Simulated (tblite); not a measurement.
# C2H12OSi3: the cost of one run

Programs: tblite 0.8.0 and PySCF 2.14.0, with density-fitted response routines of our own. Each step states its level of theory. These are calculated values for one molecule in the gas phase, unless marked as measured. Atoms count from 0, in the outputs and in this text.

## (1) Starting geometry

18 atoms, charge 0, multiplicity 1; geometry from: force field or distance geometry start.

Bonds of the start (Å): C0–O1 1.42, O1–C2 1.45, C2–Si3 1.86, Si3–Si4 2.31, Si3–Si5 2.28, C0–H6 1.09, C0–H7 1.10, C0–H8 1.09, C2–H9 1.10, C2–H10 1.09, Si3–H11 1.48, Si4–H12 1.48, Si4–H13 1.48, Si4–H14 1.48, Si5–H15 1.48, Si5–H16 1.49, Si5–H17 1.49.

## (2) Optimising the geometry with GFN2-xTB

Job settings and geometry (Å):

```
{"job": {"kind": "relax", "xc": "GFN2-xTB", "basis": "xTB"}, "charge": 0, "multiplicity": 1}
C     -3.130000     0.456300     0.214600
O     -1.848900     0.743600    -0.313900
C     -0.905400    -0.322200    -0.027100
Si     0.803000    -0.056400    -0.721700
Si     2.088800    -1.851500    -0.059100
Si     1.750800     1.751400     0.296100
H     -3.096700     0.347000     1.299100
H     -3.787800     1.305800    -0.018300
H     -3.543500    -0.448000    -0.243900
H     -1.323400    -1.246600    -0.450300
H     -0.858900    -0.451900     1.055200
H      0.786500     0.058800    -2.201500
H      3.486000    -1.694000    -0.526500
H      2.088900    -1.969300     1.412100
H      1.526900    -3.097900    -0.627900
H      1.056100     3.016800    -0.044400
H      1.721400     1.590900     1.779600
H      3.177400     1.873500    -0.113700
```

Run with:

```console
$ OMP_NUM_THREADS=1 python probes_run.py task.json out
```

This one command runs all jobs of the session in turn.

Q: Estimate the wall time and peak memory of this first job on 1 thread of Arm Neoverse V2, shared host.

About 1.1 s, with a peak of 0.18 GiB.
